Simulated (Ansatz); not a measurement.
**C2H3ClHfO2: basis-set convergence**

An exercise on one series of results from a longer session: the logs are not shown, and one member is left open.

Method: one geometry, several basis sets; program: Ansatz 0.2.0, Gaussian basis.

Plan: PBE0-D4/def2-SVP; ωB97M-V/def2-SVP; PBE0-D4/def2-QZVPP; ωB97M-V/def2-QZVPP; the functionals' def2-TZVPP values are taken from earlier runs.

1 further run of the same task is left out (for a known fault of the program). Runs told in other sessions of the task aren't counted.

## The geometry

All runs share one geometry, relaxed beforehand with PBE0-D4 in a triple-zeta def2 set. Hf takes the def2 core potential; no spin-orbit term is included.

SMILES `C#[C][Hf]([OH])([OH])[Cl]`, 9 atoms, charge 0, spin multiplicity 1.

Atoms are counted from 1 here; the program's logs count them from 0.

Bond lengths: C1–C2 1.214 Å, C1–H7 1.067 Å, C2–Hf3 2.188 Å, Hf3–O4 1.900 Å, Hf3–O5 1.900 Å, Hf3–Cl6 2.362 Å, O4–H8 0.952 Å, O5–H9 0.952 Å. Angles: C2–C1–H7 179.9°, C1–C2–Hf3 178.8°, C2–Hf3–O4 107.2°, C2–Hf3–O5 107.2°, C2–Hf3–Cl6 109.6°, O4–Hf3–O5 112.1°, O4–Hf3–Cl6 110.3°, O5–Hf3–Cl6 110.3°, Hf3–O4–H8 169.1°, Hf3–O5–H9 169.7°.

The first run:

Contents of in.yaml:

```yaml
crystal:
  periodic: [false, false, false]
  atoms:
    - {symbol: C, position_ang: [2.362324, -0.325655, -1.319442]}
    - {symbol: C, position_ang: [1.284753, -0.110501, -0.802549]}
    - {symbol: Hf, position_ang: [-0.665100, 0.310597, 0.096757]}
    - {symbol: O, position_ang: [-1.659025, -1.308957, 0.070208]}
    - {symbol: O, position_ang: [-0.346871, 0.925764, 1.866156]}
    - {symbol: Cl, position_ang: [-1.775629, 1.973293, -1.160558]}
    - {symbol: H, position_ang: [3.308769, -0.513492, -1.774937]}
    - {symbol: H, position_ang: [-2.194855, -2.079243, 0.228947]}
    - {symbol: H, position_ang: [-0.314347, 1.128185, 2.795428]}
basis:
  gaussian: {orbitals: def2-SVP}
hamiltonian: {xc: pbe0, dispersion: d4}
output: {orbitals: {seedname: orbitals}}
```

Command:

```bash
$ ansatz run in.yaml --threads 4 --pin off --events-out ev --progress --plain --max-ram 10444MiB
```

Steps of the session up to this table: PBE0-D4 in def2-SVP; ωB97M-V in def2-SVP; PBE0-D4 in def2-QZVPP; ωB97M-V in def2-QZVPP.

One table of the session follows, with a row left open; its other results are not shown here.

It belongs to the step «Functionals by basis». 

| functional | basis | HOMO (eV) |
| --- | --- | --- |
| PBE0-D4 | def2-SVP | ? |
| PBE0-D4 | def2-TZVPP | -8.02 |
| PBE0-D4 | def2-QZVPP | -8.05 |
| ωB97M-V | def2-SVP | -10.18 |
| ωB97M-V | def2-TZVPP | -10.26 |
| ωB97M-V | def2-QZVPP | -10.29 |

Estimate the missing values for PBE0-D4, def2-SVP.

**Answer.** HOMO (eV): -7.96. In the column «HOMO (eV)» it is the highest.
